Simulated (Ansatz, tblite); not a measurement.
# Al8P8 wurtzite off sphere (Al₈P₈H₂₂): one state, many levels

How do method and basis change the picture of Al8P8 wurtzite off sphere (Al₈P₈H₂₂) (singlet)?

The runs use Ansatz 0.2.0, Gaussian basis; as each input shows.

Plan: GFN1-xTB, GFN2-xTB, PBE-D4/def2-TZVP, r2SCAN-D4/def2-TZVP, PBE+5HF/def2-SVP, PBE+10HF/def2-SVP, PBE+15HF/def2-SVP, PBE+35HF/def2-SVP, PBE+50HF/def2-SVP, PBE-D4/def2-SVP, PBE0-D4/def2-SVP.

1 further run of the same task is left out (set aside as unsound or not needed). Runs told in other sessions of the task aren't counted.

### 1 The geometry

The singlet was relaxed beforehand with r2SCAN-D4/def2-SVP.

38 atoms, charge 0, spin multiplicity 1.

Bond lengths: Al1–P2 2.467 Å, Al1–P3 2.426 Å, Al1–H17 1.592 Å, Al1–H18 1.593 Å, P2–Al5 2.417 Å, P2–H19 1.421 Å, P2–H20 1.421 Å, P3–Al4 2.395 Å, P3–Al11 2.384 Å, P3–H21 1.425 Å, Al4–P6 2.422 Å, Al4–P7 2.395 Å, Al4–H22 1.587 Å, Al5–P6 2.397 Å, Al5–P12 2.384 Å, Al5–H23 1.586 Å, P6–Al9 2.397 Å, P6–H24 1.424 Å and more. Angles: P2–Al1–P3 96.7°, P2–Al1–H17 106.5°, P2–Al1–H18 105.9°, P3–Al1–H17 110.6°, P3–Al1–H18 109.8°, H17–Al1–H18 123.7°, Al1–P2–Al5 122.5°, Al1–P2–H19 109.9°, Al1–P2–H20 109.7°, Al5–P2–H19 106.6°, Al5–P2–H20 106.9°, H19–P2–H20 98.4°, Al1–P3–Al4 112.5°, Al1–P3–Al11 110.4°, Al1–P3–H21 105.3°, Al4–P3–Al11 116.6°, Al4–P3–H21 105.4°, Al11–P3–H21 105.7° and more.

PBE0-D4/def2-TZVP was run before; its log isn't repeated, and its numbers join the tables.

### 2 GFN1-xTB

Tight binding, by tblite at 300 K electronic temperature and without a spin-polarisation term:

```python
tblite.interface.Calculator('GFN1-xTB', numbers, positions, charge=0, uhf=0).singlepoint()
```

Energy -1187.1715 eV, HOMO -10.35 eV, LUMO -6.24 eV; 0.21 s.

### 3 GFN2-xTB

Tight binding, by tblite at 300 K electronic temperature and without a spin-polarisation term:

```python
tblite.interface.Calculator('GFN2-xTB', numbers, positions, charge=0, uhf=0).singlepoint()
```

Energy -1093.1308 eV, HOMO -10.50 eV, LUMO -7.38 eV; 0.19 s.

### 4 PBE-D4/def2-TZVP

start.molden holds the orbitals of an earlier run on this state, given as this run's starting guess.

File in.yaml:

```yaml
crystal:
  periodic: [false, false, false]
  atoms:
    - {symbol: Al, position_ang: [0.521896, -4.321783, -1.389743]}
    - {symbol: P, position_ang: [0.476054, -4.086946, 1.065257]}
    - {symbol: P, position_ang: [0.534404, -1.949677, -1.900013]}
    - {symbol: Al, position_ang: [-1.496070, -0.861780, -1.242984]}
    - {symbol: Al, position_ang: [0.506198, -1.935092, 2.164462]}
    - {symbol: P, position_ang: [-1.341694, -0.775124, 1.172825]}
    - {symbol: P, position_ang: [-1.421771, 1.441433, -1.896850]}
    - {symbol: Al, position_ang: [-3.480433, 2.618439, -1.383138]}
    - {symbol: Al, position_ang: [-1.419936, 1.403898, 2.167515]}
    - {symbol: P, position_ang: [-3.299424, 2.455378, 1.071413]}
    - {symbol: Al, position_ang: [2.568879, -0.950953, -1.159132]}
    - {symbol: P, position_ang: [2.360319, -0.772105, 1.219749]}
    - {symbol: P, position_ang: [2.325144, 1.342970, -1.913954]}
    - {symbol: Al, position_ang: [0.461991, 2.701537, -1.155938]}
    - {symbol: Al, position_ang: [2.628536, 1.514679, 2.023709]}
    - {symbol: P, position_ang: [0.514065, 2.428333, 1.222543]}
    - {symbol: H, position_ang: [-0.866722, -4.978284, -1.807798]}
    - {symbol: H, position_ang: [1.940314, -4.956878, -1.739785]}
    - {symbol: H, position_ang: [-0.630093, -4.801201, 1.599098]}
    - {symbol: H, position_ang: [1.519532, -4.860506, 1.640668]}
    - {symbol: H, position_ang: [0.562366, -1.871825, -3.322189]}
    - {symbol: H, position_ang: [-2.807680, -1.617928, -1.718474]}
    - {symbol: H, position_ang: [0.466312, -2.044976, 3.746000]}
    - {symbol: H, position_ang: [-2.501328, -1.444443, 1.657319]}
    - {symbol: H, position_ang: [-1.341722, 1.428614, -3.319113]}
    - {symbol: H, position_ang: [-4.744848, 1.747328, -1.803149]}
    - {symbol: H, position_ang: [-3.318709, 4.165011, -1.729253]}
    - {symbol: H, position_ang: [-1.533455, 1.422308, 3.749198]}
    - {symbol: H, position_ang: [-4.470392, 1.852198, 1.604061]}
    - {symbol: H, position_ang: [-3.448643, 3.744298, 1.649980]}
    - {symbol: H, position_ang: [3.915520, -1.605379, -1.681921]}
    - {symbol: H, position_ang: [3.507594, -1.458480, 1.709774]}
    - {symbol: H, position_ang: [2.264502, 1.309121, -3.333563]}
    - {symbol: H, position_ang: [3.546956, 2.047623, -1.755915]}
    - {symbol: H, position_ang: [0.569403, 4.195535, -1.676940]}
    - {symbol: H, position_ang: [2.656207, 1.529284, 3.614907]}
    - {symbol: H, position_ang: [3.782232, 2.180958, 1.136915]}
    - {symbol: H, position_ang: [0.494517, 3.764417, 1.714461]}
basis:
  gaussian: {orbitals: def2-TZVP, fitting: {mean_field: def2-universal-jkfit}, initial_orbitals: start.molden}
hamiltonian: {xc: pbe, dispersion: d4}
scf: {omitted_lower_state_checks: [starts]}
output: {forces: true, orbitals: {seedname: orbitals}}
```

On the command line:

```
ansatz run in.yaml --threads 2 --pin off --events-out ev --progress --plain --max-ram 32768MiB --backend cuda --devices 0, --max-vram 18GiB
```

The runs that follow: r2SCAN-D4/def2-TZVP; PBE+5HF/def2-SVP; PBE+10HF/def2-SVP; PBE+15HF/def2-SVP; PBE+35HF/def2-SVP; PBE+50HF/def2-SVP; PBE-D4/def2-SVP; PBE0-D4/def2-SVP.

Q: Predict the results of all the runs planned. Wanted: gap in def2-TZVP, named functionals, smallest and largest; gap over the share of exact exchange; binding an atom, functionals in def2-TZVP; PBE0 total energy, smallest basis above largest.

**Answer**, as computed:

| quantity | value |
| --- | --- |
| gap in def2-TZVP, named functionals, smallest and largest | 4.02 eV (PBE-D4), 5.76 eV (PBE0-D4) |
| gap over the share of exact exchange | 4.28 eV at 0, 7.82 eV at 0.5 |
| binding an atom, functionals in def2-TZVP | 2.93 (PBE0-D4) to 2.95 eV (r2SCAN-D4) |
| PBE0 total energy, smallest basis above largest | 43.16 eV (def2-SVP, def2-TZVP) |

In words: Orbital gaps of the named functionals in def2-TZVP span 4.02 eV (PBE-D4) to 5.76 eV (PBE0-D4); exact exchange widens it. Raising the share of exact exchange from 0 to 0.5 moves the HOMO by -2.14 eV and the LUMO by +1.39 eV.
